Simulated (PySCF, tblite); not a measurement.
**C5H12P2: geometry, infrared bands and NMR shifts**

Wanted: the infrared bands and NMR shifts of C5H12P2 (`CP1CCPCC1`), by calculation.

The runs use tblite 0.8.0 and PySCF 2.14.0, with density-fitted response routines of our own; the level of theory stands in each step. All values are computed, except where a source is named. Atoms are numbered from 0 throughout.

### Step 1. The starting structure

19 atoms, charge 0, multiplicity 1; geometry from: force field or distance geometry start.

Bonds of the start (Å): C0–P1 1.84, P1–C2 1.85, C2–C3 1.54, C3–P4 1.85, P4–C5 1.86, C5–C6 1.53, C6–P1 1.86, C0–H7 1.09, C0–H8 1.09, C0–H9 1.09, C2–H10 1.09, C2–H11 1.10, C3–H12 1.10, C3–H13 1.10, P4–H14 1.42, C5–H15 1.11, C5–H16 1.10, C6–H17 1.09, C6–H18 1.10.

### Step 2. Relaxing the molecule with GFN2-xTB

What the job is given:

```
{"job": {"kind": "relax", "xc": "GFN2-xTB", "basis": "xTB"}, "charge": 0, "multiplicity": 1}
C      2.530300    -0.680900    -0.350900
P      1.070300    -0.216500     0.671000
C     -0.182200    -1.410900     0.012000
C     -1.616700    -0.997600     0.388000
P     -2.186100     0.523200    -0.489900
C     -0.920700     1.707000     0.173800
C      0.511000     1.314200    -0.215700
H      2.280200    -0.695900    -1.411100
H      3.338300     0.037700    -0.203800
H      2.888100    -1.668600    -0.061900
H      0.027300    -2.397700     0.424300
H     -0.098300    -1.488400    -1.078900
H     -2.311100    -1.812600     0.142400
H     -1.697100    -0.846900     1.475100
H     -3.260100     0.879800     0.361100
H     -1.027400     1.776200     1.277400
H     -1.140200     2.701400    -0.230600
H      0.588900     1.161500    -1.295800
H      1.195800     2.124400     0.065300
```

The run is started by

```sh
$ OMP_NUM_THREADS=1 python probes_run.py task.json out
```

This one command runs all jobs of the session in turn.

**Question.** This job is followed by: GFN2-xTB harmonic vibrations, gas phase; GIAO PBE0/pcSseg-1 NMR shielding, non-relativistic, gas phase. Predict these results of the whole session: strongest single infrared mode (GFN2-xTB); zero-point energy (GFN2-xTB); 13C shifts against TMS (PBE0/pcSseg-1, means over atoms taken as alike); 1H shifts against TMS (PBE0/pcSseg-1, means over atoms taken as alike); 31P shifts against H3PO4 (PBE0/pcSseg-1); surface potential, 1st and 99th percentile.

The runs gave:

| quantity | value |
| --- | --- |
| strongest single infrared mode (GFN2-xTB) | 2240 cm⁻¹, 210 km/mol |
| zero-point energy (GFN2-xTB) | 98.1 kcal/mol |
| 13C shifts against TMS (PBE0/pcSseg-1, means over atoms taken as alike) | 33.1, 21.5, 17.7 ppm |
| 1H shifts against TMS (PBE0/pcSseg-1, means over atoms taken as alike) | 3.55, 2.03, 1.63, 1.02 ppm |
| 31P shifts against H3PO4 (PBE0/pcSseg-1) | -64.8, -108.7 ppm |
| surface potential, 1st and 99th percentile | -1.21 V and 0.72 V |

**Reading.** Relaxing lowered the energy by 0.074 eV in 32 steps; the close pair that moved most is C3–P4, from 1.846 to 1.863 Å. No mode is imaginary among the 51: a minimum at this level. The strongest single mode, at 2240 cm⁻¹, moves mainly H14. GFN2-xTB is a fitted tight-binding method: band positions and strengths are rough. Its intensities can rank the bands wrongly. At PBE0/pcSseg-1: Shielding is most anisotropic at P1 (span 56 ppm, paramagnetic term -583 ppm).
